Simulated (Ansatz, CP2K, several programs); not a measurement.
Ga₄AsN₃ (ordering on zincblende): methods side by side

An ordered 8-atom cell of Ga₄AsN₃ on the zincblende lattice (R3m), relaxed with r2SCAN in Ansatz, was computed with several methods. The symmetry is R3m (No. 160, trigonal); a = 3.349 Å, c = 34.037 Å in the conventional setting, 13.78 Å³ an atom. N has 4 Ga at 1.93–2.02 Å; N has 4 Ga at 1.95–2.02 Å; N has 4 Ga at 1.97–2.01 Å; As has 4 Ga at 2.31–2.48 Å; Ga has 4 N at 1.95–2.02 Å; Ga has 4 N at 1.97–2.02 Å; Ga has 3 N at 2.01 Å and 1 As at 2.48 Å; Ga has 1 N at 1.93 Å and 3 As at 2.31 Å. No spin polarisation and no zero-point or thermal motion; the cell was built from a prototype and may be hypothetical.

```
N As Ga
1.0
     1.67462    0.96684   11.34578
    -1.67462    0.96684   11.34578
     0.00000   -1.93369   11.34578
N As Ga
3 1 4
Direct
  0.00826 0.00826 0.00826
  0.74980 0.74980 0.74980
  0.49161 0.49161 0.49161
  0.24765 0.24765 0.24765
  0.69247 0.69247 0.69247
  0.43373 0.43373 0.43373
  0.17491 0.17491 0.17491
  0.95156 0.95156 0.95156
```

Gaps and times are for a single point on this cell; volume and bulk modulus come from each method's own relaxation or energy curve at fixed shape, which is too stiff where a cell has free coordinates or axes. Times are rough, from shared hosts (Arm Neoverse V2), and each method has its own mesh and cell size. A double dagger marks a value from a curve with shape and coordinates held. Gaps from k meshes are read at a limited set of points (mesh, symmetry points, PBE's band edges), so each method's own least gap may be somewhat smaller. Minimal bases can be far off for gaps. d marks a direct gap, i an indirect one (no mark: not told apart), a dash a value that wasn't computed or didn't pass its checks.

```
                          method              kind      gap (eV)  own volume (Å³/atom)  bulk modulus (GPa)  atoms computed  processor time
light PBE (260 eV, its own mesh)  light plane-wave  overlap 0.56                     –                   –               8           5.6 s
                             PBE         semilocal  overlap 0.57                 14.29                123‡               8            38 s
                          r2SCAN         semilocal  overlap 0.52                 13.78                142‡               8           120 s
                  PBE/SZV (CP2K)       small basis  overlap 0.28                     –                   –               8           4 min
                 PBE/DZVP (CP2K)       small basis  overlap 0.54                     –                   –               8         8.8 min
```

With PBE and r2SCAN the bands overlap or touch, or nearly. Semilocal functionals can close a real gap, so this doesn't show a metal; small gaps of other methods may in turn close between the points read or with spin-orbit coupling, and the solid may be a semimetal.

The runs are scalar-relativistic, without spin-orbit coupling.
